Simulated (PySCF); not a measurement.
**PtS3: one geometry, several methods**

How much do the numbers for PtS3 (triplet) hang on the method? All levels run at one geometry, the PBE0 minimum.

Program: PySCF 2.14.0. Level of theory: several methods, basis Pt def2-SVP with ECP60, S def2-SVP, scalar-relativistic core potentials, no spin–orbit coupling, density fitting. These are calculated values, not measurements.

## 1. The system as given

4 atoms, charge 0, spin multiplicity 3.

Bond lengths: Pt1–S2 2.117 Å, Pt1–S3 2.117 Å, Pt1–S4 2.117 Å. Angles: S2–Pt1–S3 120.0°, S2–Pt1–S4 120.0°, S3–Pt1–S4 120.0°.

Coordinates in bohr (charge 0 multiplicity 3):
```
Pt    0.0000    0.0000    0.0000
S     4.0014    0.0000    0.0000
S    -2.0007    3.4653    0.0000
S    -2.0007   -3.4653    0.0000
```

## 2. PBE0

One driver script runs all steps and calls PySCF; scf.py shows the equivalent input of each level. Each SCF starts from the density of the minimum. The driver also runs the species with one electron less or more at the same geometry (one less: multiplicity 2, one more: multiplicity 2); their logs are not shown.

scf.py

```python
from pyscf import gto, scf, dft
mol = gto.M(atom='''
Pt     0.000000     0.000000    -0.000000
S      2.117451     0.000006     0.000000
S     -1.058731     1.833763    -0.000000
S     -1.058720    -1.833770    -0.000000''',
    basis={'Pt': 'def2-SVP', 'S': 'def2-SVP'},
    ecp={'Pt': 'def2-SVP'},
    charge=0, spin=2)
mf = dft.UKS(mol, xc='PBE0')
mf.grids.atom_grid = (99, 590)
aux = {'Pt': 'def2-universal-JKFIT', 'S': 'def2-universal-JKFIT'}
mf = mf.density_fit(auxbasis=aux)
mf.kernel()
```

## 3. HF

Edit scf.py of step 2 so:

```diff
@@ -10,2 +10 @@
-mf = dft.UKS(mol, xc='PBE0')
-mf.grids.atom_grid = (99, 590)
+mf = scf.UHF(mol)
```

## 4. MP2

Edit scf.py of step 3 so:

```diff
@@ -13,0 +14,2 @@
+from pyscf.mp import dfump2
+dfump2.DFUMP2(mf, frozen=15).kernel()  # the driver gives MP2 a fitting basis of its own (RI)
```

(Steps that only read results are left out.)

What does the calculation give? Wanted: vertical ionisation energy, range; vertical electron affinity, range.

As calculated:

```
                         quantity                        value
vertical ionisation energy, range  6.68 (HF) to 10.47 (MP2) eV
vertical electron affinity, range  2.14 (HF) to 2.78 (PBE0) eV
```

**Reading.** The vertical ionisation energy spreads over 3.79 eV, from HF to MP2; without a CCSD(T) value for it there is no yardstick here. Spin contamination is strong in at least one of the open-shell species at PBE0, HF, MP2. Without diffuse functions electron affinities tend to come out too low. Open d and f shells are described by one determinant, and the ground state may have another occupation or spin. With an element this heavy the missing spin–orbit coupling can shift these numbers.
